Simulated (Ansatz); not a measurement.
**Sn3Se: relaxation of cell and atoms with PBEsol**

Sn3Se:

```
Sn Se
1.0
     0.00000    3.73314    3.73314
     3.73314    0.00000    3.73314
     3.73314    3.73314    0.00000
Sn Se
3 1
Direct
  0.50000 0.50000 0.50000
  0.75000 0.75000 0.75000
  0.25000 0.25000 0.25000
  0.00000 0.00000 0.00000
```

The cell comes from a database or a generator and needn't be the stable form of this composition.

```yaml
Program: Ansatz 0.2.0
Task: relaxation of cell and atoms
Functional: PBEsol
Potentials_or_basis: Ansatz PAW
Cutoff: "420 eV (not typed: the program's choice for these potentials)"
k_mesh: 6 × 6 × 6
Occupations: fermi-dirac, width 0.05 eV
Spin: no spin polarisation
Target_pressure_GPa: 0
```

* Relaxed volume: 24.43 Å³/atom
* Relaxed cell: a = 5.170 Å, b = 5.170 Å, c = 5.170 Å, α = 60.00°, β = 60.00°, γ = 60.00°
* Space group after relaxing (to 0.05 Å): Fm-3m (No. 225)
* Energy gained by relaxing: 16.8 meV/atom
* Ionic steps: 5
* Pressure after relaxing: 0.0 GPa
* Band gap on the k mesh: none (metal or under the smearing width)

The path:
```csv
step,energy change (eV),largest force (eV/Å),volume (Å³)
1,0.0000,0.0000,104.05
2,-0.0632,0.0000,96.01
3,-0.0683,0.0000,97.92
4,-0.0685,0.0000,97.71
5,-0.0672,0.0000,97.71
```

Final structure:
```
Sn Se
1.0
     0.00000    3.65572    3.65572
     3.65572    0.00000    3.65572
     3.65572    3.65572    0.00000
Sn Se
3 1
Direct
  0.50000 0.50000 0.50000
  0.75000 0.75000 0.75000
  0.25000 0.25000 0.25000
  0.00000 0.00000 0.00000
```

Levels at points of the mesh, in eV from the Fermi level:
| k point | band 27 | band 28 | band 29 | band 30 | band 31 | band 32 |
| --- | --- | --- | --- | --- | --- | --- |
| (0.00, 0.00, 0.00) | -2.56 | -1.49 | -1.49 | -1.49 | -0.63 | -0.63 |
| (0.00, 0.00, -0.50) | -2.36 | -2.36 | -0.79 | 0.47 | 2.19 | 2.19 |
| (0.00, -0.50, -0.50) | -0.23 | 0.51 | 0.51 | 1.14 | 2.85 | 2.85 |

It took 9.8 s on 2 threads of Arm Neoverse V2, with other jobs on the host, peak memory 0.41 GiB.

Caveat: the plane-wave basis is chosen anew once the cell has moved, so the energies of steps on either side of that aren't comparable; the PAW data sets come from PBE, with cores solved anew for the run's functional, which leaves a small shift of forces and pressure.
